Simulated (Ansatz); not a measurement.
I need a short molecular-dynamics run of FH₂SSb, SMILES [F][SbH][SH]. Use Ansatz 0.2.0, Python API. Use: B3LYP, def2-SVP basis, multiplicity 1, D4 dispersion.

```yaml
atoms:
  - { symbol: F, position_ang: [-1.0996, -0.8643, 1.1994] }
  - { symbol: Sb, position_ang: [-0.5671, -0.8836, -0.7218] }
  - { symbol: S, position_ang: [1.6396, -0.0567, -0.1503] }
  - { symbol: H, position_ang: [-1.0691, 0.7667, -1.0154] }
  - { symbol: H, position_ang: [1.1460, 0.9642, 0.6467] }
```

`fh2ssb_md.py`
```python
"""Molecular dynamics of one FH2SSb molecule."""

from dataclasses import dataclass

import ansatz
from ase import Atoms
import numpy as np


@dataclass(frozen=True)
class Settings:
    basis: str = "def2-SVP"
    functional: str = "B3LYP"
    vdw: str = "d4"
    n_steps: int = 20
    temperature_k: int = 800


settings = Settings()

atoms = Atoms(["F", "Sb", "S", "H", "H"], positions=[
    [-1.0996, -0.8643, 1.1994],
    [-0.5671, -0.8836, -0.7218],
    [1.6396, -0.0567, -0.1503],
    [-1.0691, 0.7667, -1.0154],
    [1.146, 0.9642, 0.6467],
])
fh2ssb = ansatz.Crystal.molecule_from_ase(atoms)

setup = (
    fh2ssb.calculation()
    .basis(gaussian=settings.basis)
    .functional(settings.functional, dispersion=settings.vdw)
    .md("nvt_langevin", timestep=1.0, steps=settings.n_steps, temperature=settings.temperature_k, initial_velocities="maxwell_boltzmann", seed=14, friction=0.01)
)
frames = []
setup.session().plan().execute(on_event=lambda e: frames.append(e["data"]) if e["event"] == "md_step" else None)
print("t (fs)   E_pot (eV)      E_kin (eV)   T (K)   d(0-1) (A)")
for f in frames[::3]:
    xyz = np.array(f["positions_ang"])
    print(f"{f['time_fs']:6.2f} {f['lagrangian_ev']:14.5f} {f['e_kin_ev']:10.5f} {f['temperature_k']:8.1f} {np.linalg.norm(xyz[0] - xyz[1]):9.4f}")
print("mean temperature", round(float(np.mean([f["temperature_k"] for f in frames])), 1), "K")
symbols = [site.symbol for site in fh2ssb.cartesian_sites]
with open("last_frame.xyz", "w") as handle:
    handle.write(f"{len(symbols)}\nt = {frames[-1]['time_fs']} fs\n")
    handle.writelines("{:2s} {:10.5f} {:10.5f} {:10.5f}\n".format(s, *xyz) for s, xyz in zip(symbols, frames[-1]["positions_ang"]))
```

`python fh2ssb_md.py` gives:
```text
t (fs)   E_pot (eV)      E_kin (eV)   T (K)   d(0-1) (A)
  0.00   -20120.37038    0.41363    640.0    1.9937
  3.00   -20120.20276    0.25791    399.1    2.0023
  6.00   -20120.29269    0.44025    681.2    2.0107
  9.00   -20120.17721    0.42123    651.8    2.0140
 12.00   -20120.25641    0.53042    820.7    2.0130
 15.00   -20120.08797    0.22851    353.6    2.0137
 18.00   -20120.25608    0.40572    627.8    2.0112
mean temperature 586.2 K
```

File `last_frame.xyz` afterwards:
```text
5
t = 20.0 fs
F    -1.14887   -0.91331    1.21342
Sb   -0.59408   -0.91170   -0.71503
S     1.68541    0.03219   -0.31031
H    -1.27757    0.62756   -1.04845
H     1.08422    0.54554    0.72806
```

Total energies depend on the basis set; only differences at equal settings carry meaning. The trajectory is only some femtoseconds long, so its temperature is not equilibrated; where the script doesn't relax first, it starts from a rough generated geometry. def2 sets replace the cores of elements past krypton by effective core potentials. b3lyp holds the VWN-RPA fit, as in Gaussian; the form of ORCA and Turbomole is b3lyp5. The printed temperature counts all 3N degrees of freedom under Langevin dynamics, so the first row lies under the target. With hydrogen a step over 0.5 fs is long. Run time: 58 s on 1 thread of Arm Neoverse V1 (shared host), peak memory 0.21 GiB.

(Lines on the test bed's own set-up are left out of the output.)
